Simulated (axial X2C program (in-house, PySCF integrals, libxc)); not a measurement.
**A two-component session on WH: properties at the nuclei**

Aim: properties at the nuclei of WH, with spin–orbit coupling in the Hamiltonian from the start.

Computed with an in-house X2C program for linear molecules on PySCF integrals. Level: two-component X2C with atomic mean-field terms, W dyall-cv3z, H dyall-v3z.

All values are calculated.

**1. Input**

The input, task.json:

```json
{"zs": [74, 1], "q": 0, "bas": ["dyall-cv3z", "dyall-v3z"], "r0": 1.69, "levels": ["PBE0", "HF", "BHandHLYP", "B3LYP", "LDA"], "nst": 3}
```

Keys: zs atomic numbers; q charge; bas basis sets; r0 starting distance in Å; levels methods (HF also brings MP2); nst determinants followed.

Started as:

```
$ python soeom.py task.json out
```

Nuclei are Gaussian, cores are contracted, and the Gaunt term is on.

**2. Expectation values, lowest determinant**

R = 1.705 Å. State: Ω = 5/2 (excess of +ω over −ω: ω = 5/2).

Output of the PBE0 run:

```text
two-component X2C + atomic mean field  PBE0
basis functions 202  fitting functions 987  grid points 5072
iter        total energy     max residual
   1     -16142.510975549     5.59e+00
   2     -16142.830481121     6.52e-03
   3     -16142.829860826     1.05e-02
   4     -16142.831217355     1.46e-03
   5     -16142.831248855     2.66e-04
   6     -16142.831250171     5.23e-05
   7     -16142.831250230     1.43e-05
   8     -16142.831250237     4.06e-06
   9     -16142.831250239     1.24e-06
converged
one-electron -22183.08359746  Coulomb 6360.21160693  exact exchange -80.94083229  xc functional -247.97863671  nuclear repulsion 22.96722206  atomic mean-field constant -14.00701278
```

The highest occupied spinor is 100% W d.

| level | Eeff magnitude (GV/cm) | Ws magnitude W (kHz) | A∥/gI W (MHz) | qzz W (a.u.) | A∥/gI H (MHz) | qzz H (a.u.) | μ (D) |
| --- | --- | --- | --- | --- | --- | --- | --- |
| PBE0 | 24.9 | 9.58 | 1700 | -1.31 | -1.48 | 0.11 | -1.96 |
| HF | 30 | 11.7 | 1410 | -2.71 | -2.93 | 0.12 | -2.27 |
| BHandHLYP | 29.6 | 11.5 | 1600 | -1.56 | 0.725 | 0.11 | -2.11 |
| B3LYP | 26.5 | 10.2 | 1700 | -1.09 | 0.722 | 0.11 | -1.86 |
| LDA | 24 | 9.17 | 1740 | -0.70 | 0.289 | 0.11 | -1.63 |

Eeff is the effective electric field on the electron dipole moment in this Ω state and Ws the scalar–pseudoscalar constant (defined with the proton number Z and per Ω); A∥ is the parallel hyperfine constant, which follows by multiplying with the nuclear g factor gI = μI/(I μN); qzz is the electric field gradient, eQq0 = 234.96 MHz × Q/barn × qzz; μ is positive if H is the positive end. The operators were transformed with the bare-nucleus X2C matrices.

**3. Expectation values, a higher determinant**

R = 1.705 Å. State: Ω = 1/2 (excess of +ω over −ω: ω = 1/2), 0.91 eV above the lowest in the PBE0 search for states (made at or near this distance, with looser thresholds).

Output of the PBE0 run:

```text
two-component X2C + atomic mean field  PBE0
basis functions 202  fitting functions 987  grid points 5072
iter        total energy     max residual
   1     -16142.470677831     5.62e+00
   2     -16142.796525231     6.47e-03
   3     -16142.795784457     1.06e-02
   4     -16142.797315115     1.47e-03
   5     -16142.797350219     2.74e-04
   6     -16142.797351888     5.76e-05
   7     -16142.797351946     2.77e-05
   8     -16142.797351978     1.32e-05
   9     -16142.797351995     4.63e-06
  10     -16142.797351999     1.71e-06
  11     -16142.797351999     5.01e-07
converged
one-electron -22178.68909415  Coulomb 6355.68892036  exact exchange -80.89445766  xc functional -247.86292983  nuclear repulsion 22.96722206  atomic mean-field constant -14.00701278
```

The highest occupied spinor is 55% W s, 35% W d, 5% W p.

```
    level  Eeff magnitude (GV/cm)  Ws magnitude W (kHz)  A∥/gI W (MHz)  qzz W (a.u.)  A∥/gI H (MHz)  qzz H (a.u.)  μ (D)
     PBE0                    6.02                  12.3           2700         -6.69           31.2          0.10  -1.37
       HF                     100                   204           3050         -7.75           62.3          0.11  -1.04
BHandHLYP                    16.7                  33.6           3110         -7.15           32.9          0.10  -1.43
    B3LYP                    6.28                  12.7           2700         -6.39           27.9          0.10  -1.30
      LDA                    4.11                  8.37           2560         -5.87           24.8          0.09  -1.13
```

**4. Expectation values, a higher determinant**

R = 1.705 Å. State: Ω = 1/2 (excess of +ω over −ω: ω = -1/2, ω = -3/2, ω = 5/2), 1.32 eV above the lowest in the PBE0 search for states (made at or near this distance, with looser thresholds).

Output of the PBE0 run:

```text
two-component X2C + atomic mean field  PBE0
basis functions 202  fitting functions 987  grid points 5072
iter        total energy     max residual
   1     -16142.455671460     5.69e+00
   2     -16142.781589721     6.76e-03
   3     -16142.780887657     1.05e-02
   4     -16142.782387300     1.48e-03
   5     -16142.782423837     2.82e-04
   6     -16142.782425901     8.30e-05
   7     -16142.782426230     4.48e-05
   8     -16142.782426685     2.88e-05
   9     -16142.782427044     8.43e-06
  10     -16142.782427079     2.15e-06
  11     -16142.782427082     6.39e-07
  12     -16142.782427082     2.26e-07
converged
one-electron -22178.29711368  Coulomb 6355.31418359  exact exchange -80.89582360  xc functional -247.86388267  nuclear repulsion 22.96722206  atomic mean-field constant -14.00701278
```

The highest occupied spinor is 60% W s, 23% W d, 12% W p.

| level | Eeff magnitude (GV/cm) | Ws magnitude W (kHz) | A∥/gI W (MHz) | qzz W (a.u.) | A∥/gI H (MHz) | qzz H (a.u.) | μ (D) |
| --- | --- | --- | --- | --- | --- | --- | --- |
| PBE0 | 26.9 | 53.2 | -2820 | -0.61 | -33.6 | 0.10 | -0.89 |
| HF | 97.5 | 196 | -2410 | -4.27 | -59.1 | 0.12 | 0.07 |
| BHandHLYP | 42 | 83.8 | -3480 | -1.71 | -38.5 | 0.10 | -1.00 |
| B3LYP | 20 | 40 | -2820 | -0.29 | -29.8 | 0.10 | -1.00 |
| LDA | 11.1 | 22.6 | -2460 | 0.66 | -24.7 | 0.09 | -0.85 |

**5. What came out**

| quantity | value |
| --- | --- |
| lowest determinant | Ω = 5/2 (excess of +ω over −ω: ω = 5/2) |
| Eeff magnitude (GV/cm), PBE0 | 24.9 |
| Ws magnitude W (kHz), PBE0 | 9.58 |
| A∥/gI W (MHz), PBE0 | 1700 |
| qzz W (a.u.), PBE0 | -1.31 |
| higher determinant | Ω = 1/2 (excess of +ω over −ω: ω = 1/2) |
| Eeff magnitude (GV/cm), PBE0, higher determinant | 6.02 |
| Ws magnitude W (kHz), PBE0, higher determinant | 12.3 |
| A∥/gI W (MHz), PBE0, higher determinant | 2700 |
| qzz W (a.u.), PBE0, higher determinant | -6.69 |
| higher determinant | Ω = 1/2 (excess of +ω over −ω: ω = -1/2, ω = -3/2, ω = 5/2) |
| Eeff magnitude (GV/cm), PBE0, higher determinant | 26.9 |
| Ws magnitude W (kHz), PBE0, higher determinant | 53.2 |
| A∥/gI W (MHz), PBE0, higher determinant | -2820 |
| qzz W (a.u.), PBE0, higher determinant | -0.61 |

In the first state, the effective field runs from 24 to 30 GV/cm over the mean-field levels. The expectation values come from single determinants, which for open shells can mix terms of unlike spin or miss the lowest Ω, so a determinant need not be a state. Eeff is the effective electric field on the electron dipole moment in this Ω state and Ws the scalar–pseudoscalar constant (defined with the proton number Z and per Ω); A∥ is the parallel hyperfine constant, which follows by multiplying with the nuclear g factor gI = μI/(I μN); qzz is the electric field gradient, eQq0 = 234.96 MHz × Q/barn × qzz; μ is positive if H is the positive end. The operators were transformed with the bare-nucleus X2C matrices.
